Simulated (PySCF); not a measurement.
# C₄H₅ClGe: geometry, electronic excitations

What electronic excitations should C₄H₅ClGe (`ClC1=[CH][GeH2][CH]=C1`) show?

The runs use PySCF 2.14.0, with density-fitted response routines of our own; the level of theory stands in each step. All values are computed, except where a source is named. Atoms count from 0, in the outputs and in this text.

## Step 1: Starting geometry

11 atoms, charge 0, multiplicity 1; geometry from: GFN2-xTB. The atoms were then displaced at random by about 0.01 Å, so the start is not that level's minimum.

Bonds of the start (Å): Cl0–C1 1.75, C1–C2 1.34, C2–Ge3 1.90, Ge3–C4 1.93, C4–C5 1.34, C5–C1 1.47, C2–H6 1.09, Ge3–H7 1.51, Ge3–H8 1.49, C4–H9 1.08, C5–H10 1.07.

## Step 2: Relaxing the molecule at PBE0-D3(BJ)/def2-SVP

Job settings and geometry (Å):

```
{"job": {"xc": "PBE0", "basis": "def2-SVP", "d3": "d3bj", "grid": 1, "shake": 0.01, "kind": "geom"}, "charge": 0, "multiplicity": 1}
Cl     3.008500    -0.015260     0.301450
C      1.266060    -0.065240     0.125730
C      0.554870    -1.202750     0.098220
Ge    -1.270160    -0.726280    -0.105830
C     -0.769770     1.140880    -0.139470
C      0.556700     1.213930    -0.000020
H      1.046370    -2.169200     0.194860
H     -2.163030    -1.122370     1.042120
H     -1.936940    -1.227820    -1.345160
H     -1.379470     2.026860    -0.217300
H      1.124980     2.121430     0.029750
```

On the command line:

```sh
$ OMP_NUM_THREADS=1 python probes_run.py task.json out
```

The driver reads the jobs from task.json and runs them one after another.

**Question.** This job is followed by: TDDFT PBE0/aug-cc-pVDZ, vertical, gas phase, core orbitals frozen in the response; TDDFT PBE0/def2-TZVPD, vertical, gas phase, core orbitals frozen in the response. Predict these results of the whole session: point group; rotational constants (main isotopes); lowest singlet (PBE0/aug-cc-pVDZ); brightest single state of those computed; lowest triplet; range of the lowest singlet.

The runs gave:

| quantity | value |
| --- | --- |
| point group | Cs |
| rotational constants (main isotopes) | 5.66, 1.01, 0.87 GHz |
| lowest singlet (PBE0/aug-cc-pVDZ) | 4.41 eV (281 nm), f = 0.045 |
| brightest single state of those computed | state 4, 5.92 eV, f = 0.120 |
| lowest triplet | 2.72 eV |
| range of the lowest singlet | 4.40 to 4.41 eV |

The optimisation took 4 steps and gained 0.085 eV; among the close pairs (by a distance rule), C2–Ge3 changed most, from 1.897 to 1.942 Å. No frequency check was run at this level, so the end point may be a saddle. The lowest singlet, at 4.41 eV, is HOMO→LUMO 0.98 and is weak; of the 10 states computed, the strongest absorption comes from state 4 at 5.92 eV. The lowest triplet lies 1.68 eV below the lowest singlet (triplets in Tamm-Dancoff, singlets in full TDDFT).
